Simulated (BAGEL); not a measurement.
# HF/3-21G (density fitting with qzvpp-jkfit) run of CH3F3Si (SMILES F[SiH2]C(F)F)

What is the energy change on altering one bond length of CH3F3Si at HF/3-21G (density fitting with qzvpp-jkfit)? 

The calculation is run with BAGEL 1.2.2.

1 further run of the same task is left out (set aside as unsound or not needed).

### Step 1. Starting point

CH3F3Si: 8 atoms, total charge 0, spin state singlet. As SMILES, `F[SiH2]C(F)F`. The coordinates come from a GFN2-xTB relaxation. This is one conformer, not always the lowest.

Bond lengths: F1–Si2 1.607 Å, Si2–C3 1.937 Å, C3–F4 1.363 Å, C3–F5 1.363 Å, Si2–H6 1.450 Å, Si2–H7 1.449 Å, C3–H8 1.101 Å. Some angles: F1–Si2–C3 103.5°, Si2–C3–F4 111.3°, Si2–C3–F5 111.0°, F4–C3–F5 105.8°, F1–Si2–H6 106.7°, F1–Si2–H7 107.2°, C3–Si2–H6 108.9°, C3–Si2–H7 109.8°, Si2–C3–H8 114.8°, F4–C3–H8 106.7°.

### Step 2. A single-point energy at HF/3-21G (density fitting with qzvpp-jkfit)

The input, calc.json:

```json
{ "bagel": [

{
  "title": "molecule",
  "basis": "3-21g",
  "df_basis": "qzvpp-jkfit",
  "angstrom": "true",
  "geometry": [
    { "atom": "F", "xyz": [      -1.462770,       0.847720,       1.164450 ] },
    { "atom": "Si", "xyz": [      -0.037300,       0.131090,       0.973010 ] },
    { "atom": "C", "xyz": [       0.062000,      -0.173540,      -0.937110 ] },
    { "atom": "F", "xyz": [       0.745100,      -1.318570,      -1.219960 ] },
    { "atom": "F", "xyz": [       0.745820,       0.829330,      -1.556980 ] },
    { "atom": "H", "xyz": [      -0.119250,      -1.148950,       1.648850 ] },
    { "atom": "H", "xyz": [       0.978190,       1.084710,       1.371880 ] },
    { "atom": "H", "xyz": [      -0.911790,      -0.251790,      -1.444130 ] }
  ]
},

{ "title": "hf", "charge": 0 },

{ "title": "print", "file": "orbitals.molden", "orbitals": "true" }

]}
```

Launch:

```bash
BAGEL_NUM_THREADS=1 BAGEL calc.json > calc.out
```

The log of the run:

```text
* using 1 threads per process

  ===============================================================
  ===============================================================

  *** Geometry ***

  { "atom" : "F", "xyz" : [     -2.764235,      1.601959,      2.200492 ] },
  { "atom" : "Si", "xyz" : [     -0.070487,      0.247724,      1.838722 ] },
  { "atom" : "C", "xyz" : [      0.117163,     -0.327943,     -1.770881 ] },
  { "atom" : "F", "xyz" : [      1.408035,     -2.491736,     -2.305390 ] },
  { "atom" : "F", "xyz" : [      1.409396,      1.567207,     -2.942266 ] },
  { "atom" : "H", "xyz" : [     -0.225350,     -2.171201,      3.115875 ] },
  { "atom" : "H", "xyz" : [      1.848511,      2.049805,      2.592477 ] },
  { "atom" : "H", "xyz" : [     -1.723033,     -0.475814,     -2.729010 ] },

  Number of auxiliary basis functions:      488

  Since a DF basis is specified, we compute 2- and 3-index integrals:
    o Being stored without compression. Storage requirement is 0.012 GB

  Number of basis functions:       55
  Number of electrons      :       50

    * METHOD: MOLECULE                             0.18

  *** RHF ***

  === Nuclear Repulsion ===
   243.0605900781

      * DIIS with orbital gradients will be used.

  === RHF iteration (3-21g) ===
      0       -623.33693850          0.02813277           0.05
      1       -623.47825556          0.01695504           0.04
      2       -623.53500474          0.00134652           0.04
      3       -623.53594433          0.00026147           0.04
      4       -623.53598211          0.00009561           0.04
      5       -623.53598670          0.00002838           0.04
      6       -623.53598708          0.00000727           0.04
      7       -623.53598711          0.00000191           0.04
      8       -623.53598711          0.00000040           0.04
      9       -623.53598711          0.00000017           0.04
     10       -623.53598711          0.00000005           0.04
     11       -623.53598711          0.00000001           0.04
     12       -623.53598711          0.00000000           0.04
    * SCF iteration converged.

    * Permanent dipole moment:
           (    0.036010,     0.257167,    -0.621543) a.u.

    * METHOD: HF                                   0.67

    * METHOD: PRINT                                0.01

  ===============================================================
```

Wall time 0.99 s (1 thread of Arm Neoverse V1, shared host); peak memory 0.087 GiB.

### Step 3. The distorted shape

The input, input.json:

```json
{ "bagel": [

{
  "title": "molecule",
  "basis": "3-21g",
  "df_basis": "qzvpp-jkfit",
  "angstrom": true,
  "geometry": [
    { "atom": "F", "xyz": [      -1.421797,       1.487714,       0.826544 ] },
    { "atom": "Si", "xyz": [       0.003673,       0.771084,       0.635104 ] },
    { "atom": "C", "xyz": [       0.102973,       0.466454,      -1.275016 ] },
    { "atom": "F", "xyz": [       0.786073,      -0.678576,      -1.557866 ] },
    { "atom": "F", "xyz": [       0.786793,       1.469324,      -1.894886 ] },
    { "atom": "H", "xyz": [      -0.119250,      -1.148950,       1.648850 ] },
    { "atom": "H", "xyz": [       1.019163,       1.724704,       1.033974 ] },
    { "atom": "H", "xyz": [      -0.870817,       0.388204,      -1.782036 ] }
  ]
},

{ "title": "hf" },

{ "title": "print", "file": "orbitals.molden", "orbitals": true }

]}
```

Launch:

```bash
BAGEL_NUM_THREADS=1 BAGEL input.json > input.out
```

The log of the run:

```text
* using 1 threads per process

  ===============================================================
  ===============================================================

  *** Geometry ***

  { "atom" : "F", "xyz" : [     -2.686807,      2.811372,      1.561942 ] },
  { "atom" : "Si", "xyz" : [      0.006941,      1.457138,      1.200173 ] },
  { "atom" : "C", "xyz" : [      0.194591,      0.881470,     -2.409431 ] },
  { "atom" : "F", "xyz" : [      1.485463,     -1.282323,     -2.943940 ] },
  { "atom" : "F", "xyz" : [      1.486823,      2.776620,     -3.580816 ] },
  { "atom" : "H", "xyz" : [     -0.225350,     -2.171201,      3.115875 ] },
  { "atom" : "H", "xyz" : [      1.925939,      3.259218,      1.953928 ] },
  { "atom" : "H", "xyz" : [     -1.645606,      0.733599,     -3.367560 ] },

  Number of auxiliary basis functions:      488

  Since a DF basis is specified, we compute 2- and 3-index integrals:
    o Being stored without compression. Storage requirement is 0.012 GB

  Number of basis functions:       55
  Number of electrons      :       50

    * METHOD: MOLECULE                             0.20

  *** RHF ***

  === Nuclear Repulsion ===
   240.3688695540

      * DIIS with orbital gradients will be used.

  === RHF iteration (3-21g) ===
      0       -623.25390270          0.02845918           0.04
      1       -623.39725945          0.01739185           0.04
      2       -623.45716129          0.00139944           0.04
      3       -623.45822876          0.00029916           0.04
      4       -623.45827834          0.00011467           0.04
      5       -623.45828499          0.00003666           0.04
      6       -623.45828560          0.00000859           0.04
      7       -623.45828564          0.00000190           0.04
      8       -623.45828564          0.00000040           0.04
      9       -623.45828564          0.00000013           0.04
     10       -623.45828564          0.00000004           0.04
     11       -623.45828564          0.00000001           0.05
     12       -623.45828564          0.00000001           0.05
    * SCF iteration converged.

    * Permanent dipole moment:
           (    0.042850,    -0.061270,    -0.392719) a.u.

    * METHOD: HF                                   0.70

    * METHOD: PRINT                                0.01

  ===============================================================
```

It took 1.1 s on 1 thread of Arm Neoverse V1, shared host; peak memory 0.088 GiB.

### Step 4. Results

Level: HF/3-21G (density fitting with qzvpp-jkfit).

```
                                                          quantity          value
                                         first shape: total energy  -623.53599 Eh
                                        first shape: dipole moment         1.71 D
                                          first shape: HOMO energy      -12.48 eV
                                          first shape: LUMO energy        3.56 eV
                                        first shape: HOMO–LUMO gap       16.04 eV
                                     distorted shape: total energy  -623.45829 Eh
                                    distorted shape: dipole moment         1.02 D
                                      distorted shape: HOMO energy      -11.33 eV
                                      distorted shape: LUMO energy        1.77 eV
                                    distorted shape: HOMO–LUMO gap       13.11 eV
energy change with the Si2–H6 bond stretched from 1.450 to 2.175 Å       2.114 eV
```

With the Si2–H6 bond stretched from 1.450 to 2.175 Å the energy rises by 2.11 eV (49 kcal/mol). The first shape isn't relaxed at this level, so the change isn't measured from a minimum.
